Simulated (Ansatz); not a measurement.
**GeN2 (quintet): from Hartree-Fock to the top rungs, cc-pVDZ**

The task here is to estimate one member of a computed series from the others.

Method: cc-pVDZ, core rule «outside noble gas», up to 16 orbitals frozen; program: Ansatz 0.2.0, Gaussian basis.

To be run: UHF; CCSD(T) on ROHF; CCSD(T) on UHF; BCCD(T) on ROHF; CISD; CCSDT(Q) on ROHF; CCSDT(Q) on UHF; CASSCF and MRCISD+Q, 10 electrons in 10 orbitals; CASSCF and NEVPT4(SD), 10 electrons in 10 orbitals; CASSCF and NEVPT2, 10 electrons in 10 orbitals.

22 further runs of the same task are left out: 6 that didn't finish, 16 set aside as unsound or not needed.

**The system**

The geometry is a PBE0/def2-TZVP stationary point (not a proven minimum) of the parent state, kept for this charge and spin. No spin-orbit coupling is included. The filled d shell of Ge may be among the frozen orbitals whatever the setting's name suggests; the logs give the count.

3 atoms, charge 0, spin multiplicity 5.

Atoms are counted from 1 here; the program's logs count them from 0.

Bond lengths: N1–Ge2 1.716 Å, Ge2–N3 1.716 Å. Angles: N1–Ge2–N3 180.0°.

The first run:

Contents of in.yaml:

```yaml
crystal:
  periodic: [false, false, false]
  atoms:
    - {symbol: N, position_ang: [0.000000, 0.000000, 1.715500]}
    - {symbol: Ge, position_ang: [0.000000, 0.000000, 0.000000]}
    - {symbol: N, position_ang: [0.000000, 0.000000, -1.715500]}
basis:
  gaussian: {orbitals: cc-pVDZ}
magnetization: {spin_polarized: true, initial_magnetization: 4}
hamiltonian: {xc: hf}
output: {orbitals: {seedname: orbitals}}
```

Run with:

```console
ansatz run in.yaml --threads 1 --pin off --events-out ev --progress --plain --max-ram 2393MiB
```

Among the steps run: UHF; CCSD(T) on ROHF; CCSD(T) on UHF; BCCD(T) on ROHF; CISD; CCSDT(Q) on ROHF; CCSDT(Q) on UHF; CASSCF and MRCISD+Q, 10 electrons in 10 orbitals; CASSCF and NEVPT4(SD), 10 electrons in 10 orbitals; CASSCF and NEVPT2, 10 electrons in 10 orbitals.

One table of the session follows, with a row left open; its other results are not shown here.

It belongs to the step «Misses and costs». 

```
            method  from RCCSDT(Q) (meV)
               UHF               +9527.5
              RMP2                     ?
              UMP2               +2025.7
             RCCSD                +647.0
             UCCSD                +523.5
          RCCSD(T)                +122.2
          UCCSD(T)                +134.4
           BCCD(T)                +134.5
            RCCSDT                 +82.1
            UCCSDT                 +51.2
         RCCSDT(Q)                     0
         UCCSDT(Q)                  -9.3
    CASSCF valence               +7320.1
    NEVPT2 valence               +1336.0
NEVPT4(SD) valence                +242.6
    MRCISD valence                +787.6
  MRCISD+Q valence                +192.2
```

**Question.** Estimate the row for RMP2.

The run gave: from RCCSDT(Q) (meV): +1047.6. In the column «from RCCSDT(Q) (meV)» it lies between MRCISD valence (+787.6) and NEVPT2 valence (+1336.0).

Not comparable, so not listed: CISD (they don't share determinant, frozen orbitals or solution with the rows shown, or repeat one).

To keep in mind: The report flags that the cluster equations may have other roots. Left out of the table: ROHF (another determinant or state than the rows shown). The program flags RCCSD(T), BCCD(T), RCCSDT(Q) as in doubt, so the zero of the table is itself unsure. Warnings: spin contamination; coupled cluster took another determinant than the lowest; large T1 diagnostic. Restricted and unrestricted rows rest on different reference determinants; where their highest levels disagree by more than a few hundredths of an eV, they describe different states and don't form one ladder.
